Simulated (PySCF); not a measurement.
# The bond of Br2−, level by level

The task here is to estimate one member of a computed series from the others.

The runs use PySCF 2.14.0; Br def2-TZVPPD, no relativity.

1 further run of the same task is left out (set aside as unsound or not needed).

The first run:

The job is set up so:

| Property | Result |
| --- | --- |
| atoms | Br, Br |
| charge | -1 |
| basis | Br def2-TZVPPD |
| Hamiltonian | no relativity |
| basis functions | 114 |
| electrons treated | 71 |
| masses in u | 78.9183, 78.9183 |
| levels | PBE0, PBE, r²SCAN, B3LYP, PBEsol, M06-2X, M06, BHandHLYP, ωB97X, HF, MP2, SCS-MP2 |
| grid | 80 radial by 434 angular points |
| occupations | held fixed by the projection of orbital angular momentum |
| dissociation limit | Br + Br−, each in its ground configuration |
| starting distance in angstrom | 2.330 |
| values of 2S to try | 1, 3 |

Command:

```console
> OMP_NUM_THREADS=2 python dia.py task.json out
```

Among the steps run: Input; PBE0 along the bond; PBE (GGA); r²SCAN; B3LYP (global hybrid GGA); PBEsol; M06-2X (hybrid meta-GGA); M06; BHandHLYP (global hybrid GGA); ωB97X; UHF.

One table of the session follows, with a row left open; its other results are not shown here.

Energy (eV) from each level's lowest point:

| R (Å) | UHF | UHF-MP2 | UHF-SCS-MP2 | PBE | PBEsol |
| --- | --- | --- | --- | --- | --- |
| 2.492 | 0.505 | 0.326 | 0.364 | 0.431 | 0.344 |
| 2.608 | 0.227 | 0.118 | 0.140 | 0.200 | 0.141 |
| 2.724 | 0.075 | 0.021 | 0.029 | 0.071 | 0.038 |
| 2.811 | 0.019 | 0.000 | 0.000 | 0.022 | 0.005 |
| 2.898 | 0.000 | 0.010 | 0.003 | 0.001 | 0.000 |
| 2.985 | 0.008 | 0.043 | 0.029 | 0.000 | 0.014 |
| 3.101 | 0.046 | 0.109 | 0.089 | 0.020 | 0.051 |
| 3.246 | 0.122 | 0.212 | 0.185 | 0.065 | 0.113 |
| 3.420 | ? | ? | ? | ? | ? |
| 3.651 | 0.385 | 0.517 | 0.477 | 0.212 | 0.294 |

**Question.** Estimate the row for R (Å) = 3.420.

Worked estimate for «UHF». A straight line through the neighbours (3.246, 0.122) and (3.651, 0.385) gives 0.122 + (0.385 − 0.122) × (3.420 − 3.246) / (3.651 − 3.246) = 0.235; a parabola fitted to 3 rows on both sides gives 0.226.

As computed: UHF: 0.233; UHF-MP2: 0.346; UHF-SCS-MP2: 0.312; PBE: 0.129; PBEsol: 0.194. In «UHF» the line misses by +0.002 and the parabola by -0.007.
